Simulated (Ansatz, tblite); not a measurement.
## A script for NiSO (GFN2-xTB)

These are simulated results from tblite 0.8.0, not measurements. The cell was built from a prototype and was relaxed with r2SCAN in plane waves (Ansatz 0.2.0). It may be hypothetical. It is a single sheet, repeated along a and b, with vacuum along c. All runs are without spin polarisation, and a magnetic state may lie lower.

In-plane lattice: a = 3.048 Å, b = 3.048 Å, γ = 120.0°; thickness between the outer nuclei 2.14 Å. Ni is surrounded by 3 O at 1.97 Å and 3 S at 2.16 Å; O is surrounded by 3 Ni at 1.97 Å; S is surrounded by 3 Ni at 2.16 Å.

tblite solves periodic systems at the zone centre alone, so the script builds a cluster of 4×4×1 conventional cells (48 atoms), which folds in a coarse mesh of k points.

The script, run.py:

```python
import json
from ase import Atoms
from ase.build import make_supercell
from ase.units import Bohr, GPa, Hartree
from tblite.interface import Calculator

atoms = Atoms(['Ni', 'O', 'S'],
              cell=[[3.0482168, 0.0, 0.0], [-1.5241084, 2.63983318, 0.0], [0.0, 0.0, 28.72924176]],
              scaled_positions=[[0.0, 0.0, 0.317468262], [0.333333333, 0.666666667, 0.34838597], [0.666666667, 0.333333333, 0.273954769]],
              pbc=True)
cluster = make_supercell(atoms, [[4, 0, 0], [0, 4, 0], [0, 0, 1]])
calc = Calculator('GFN2-xTB', cluster.numbers, cluster.positions / Bohr, lattice=cluster.cell[:] / Bohr, periodic=cluster.pbc)
calc.set('temperature', 0.02 / Hartree)
calc.set('max-iter', 150)
res = calc.singlepoint()
levels = res.get('orbital-energies') * Hartree
nv = round(res.get('orbital-occupations').sum() / 2)
cells = len(cluster) // len(atoms)
out = {'energy_per_cell': res.get('energy') * Hartree / cells, 'homo': levels[nv - 1], 'lumo': levels[nv],
       'stress': (-res.get('virial') * Hartree / cluster.get_volume() / GPa).tolist(), 'charges': res.get('charges')[:len(atoms)].tolist(), 'electrons': 2 * nv / cells}
json.dump(out, open('results.json', 'w'))
for key, value in out.items():
    print(key, value)
```

Command: `python run.py`. It took 1.7 s on 1 thread of Arm Neoverse V2 (shared host), peak memory 0.11 GiB.

What it printed:

```
------------------------------------------------------------
  cycle        total energy    energy error   density error
------------------------------------------------------------
      1     -184.2874497534  -1.8445780E+02   4.5208725E-01
      2     -137.8415087926   4.6445941E+01   6.7866048E-01
      3     -191.2358971252  -5.3394388E+01   2.9304594E-01
      4     -190.3864439755   8.4945315E-01   2.1158275E-01
      5     -191.4830197667  -1.0965758E+00   1.6729008E-01
      6     -192.1812150232  -6.9819526E-01   1.3553132E-01
      7     -193.5630104200  -1.3817954E+00   2.9514920E-02
      8     -193.5632183595  -2.0793950E-04   1.7751516E-02
      9     -193.5774144127  -1.4196053E-02   1.0915798E-02
     10     -193.5827646166  -5.3502039E-03   6.4628643E-03
     11     -193.5854801216  -2.7155050E-03   1.1832286E-03
     12     -193.5855026562  -2.2534618E-05   6.3176597E-04
     13     -193.5855076896  -5.0333409E-06   2.7658552E-04
     14     -193.5855092365  -1.5469644E-06   1.0249191E-04
     15     -193.5855095486  -3.1207853E-07   7.7066837E-05
     16     -193.5855098448  -2.9622672E-07   3.5200694E-05
     17     -193.5855098557  -1.0858884E-08   2.4521316E-05
     18     -193.5855098731  -1.7400140E-08   2.0954933E-05
     19     -193.5855098857  -1.2654112E-08   1.5392101E-05
------------------------------------------------------------

 total:                                   1.178 sec
energy_per_cell -329.233127389062
homo -12.992869227381364
lumo -12.486384047260811
stress [[1.4662965771632372, -4.3718186422310095e-05, -3.768024569985612e-09], [-4.371818642222437e-05, 1.4662458420755682, 9.362925186382544e-08], [-3.7680246269654856e-09, 9.362925184120468e-08, 0.21453598106028718]]
charges [0.40708763376795065, -0.3782758997195339, -0.028801907333636995]
electrons 22.0
```

The cycle table is in hartree for the whole cluster, and the lines after it are in eV (the energy for one cell). The printed stress is in GPa and positive in compression, and the pressure is its mean diagonal, here averaged over the vacuum too.

GFN2-xTB gives a gap of 0.51 eV. On the same cell, plane-wave PBE (Ansatz, 12×12×1 k points and the special points) gives a gap of 0.31 eV and r2SCAN a gap of 0.54 eV; on shared hosts these took about 12 and 26 core-seconds on the 3-atom cell, against 1.7 for the script. Semilocal gaps usually lie below measured ones. xTB was fitted to molecules, so gaps, charges and pressures of solids can be far off, and the gap also depends on the size of the cluster.

xTB was fitted mostly to molecules, and a small cluster samples few k points, so gaps, pressures and kinks along a curve can be far from a solid's.
